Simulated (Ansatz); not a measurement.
**C (fcc type): a single-point run**

The task is a single-point run on C (fcc type).

Program: Ansatz 0.2.0. Level of theory: DFT, PBEsol, all-electron LAPW, scalar-relativistic. These are calculated values, not measurements.

1 further run of the same task is left out (it didn't finish). Runs told in other sessions of the task aren't counted.

## 1. Starting point

The structure is cubic, space group Fm-3m (No. 225). Conventional cell: a = 3.037 Å, b = 3.037 Å, c = 3.037 Å, α = 90.00°, β = 90.00°, γ = 90.00°. C (site symmetry m-3m) is surrounded by 12 C at 2.15 Å.

Coordinates:

```cif
data_structure
_symmetry_space_group_name_H-M 'Fm-3m'
_symmetry_Int_Tables_number 225
_cell_length_a 3.0375
_cell_length_b 3.0375
_cell_length_c 3.0375
_cell_angle_alpha 90.000
_cell_angle_beta 90.000
_cell_angle_gamma 90.000
_cell_volume 28.02
loop_
_atom_site_label
_atom_site_type_symbol
_atom_site_symmetry_multiplicity
_atom_site_Wyckoff_symbol
_atom_site_fract_x
_atom_site_fract_y
_atom_site_fract_z
_atom_site_occupancy
C1 C 4 a 0.00000 0.00000 0.00000 1
```

## 2. The run

input.yaml reads:

```yaml
crystal:
  lattice:
    - [0.0, 1.5187307087, 1.5187307087]
    - [1.5187307087, 0.0, 1.5187307087]
    - [1.5187307087, 1.5187307087, 0.0]
  atoms:
    - { symbol: C, position: [0.0, 0.0, 0.0] }
kpoints:
  mp_grid: { grid: [0, 24, 24] }
  band_path:
    path:
      - [0.0, 0.0, 0.0]
      - [0.5, 0.0, 0.5]
      - [0.625, 0.25, 0.625]
      - [0.375, 0.375, 0.75]
      - [0.0, 0.0, 0.0]
      - [0.5, 0.5, 0.5]
      - [0.5, 0.25, 0.75]
      - [0.5, 0.0, 0.5]
    npoints: 14
scf:
  occupations: { method: fermi_dirac, width: 0.08 }
  max_iter: 50
hamiltonian:
  xc: pbesol
  pseudopotentials: { kind: all_electron, lapw: { basis_error: 0.001 } }
output:
  forces: true
  stress: true
  eigenvalues: true
  populations: true
```

Started as:

```sh
> ansatz run input.yaml --threads 1 --pin off --max-ram 2048MiB --backend cpu --events-out ev --progress --plain --runs-dir out
```

Q: Will this input give a usable result? If not, why, and what should change?

The program refused the input before any cycle. Its message: «invalid value for `kpoints.mp_grid.grid`: each dimension must be in 1..=255»

Look at the input: kpoints.mp_grid.grid is [0, 24, 24]. The mesh can't be built from what was typed.

Fix: set kpoints.mp_grid.grid to [24, 24, 24].
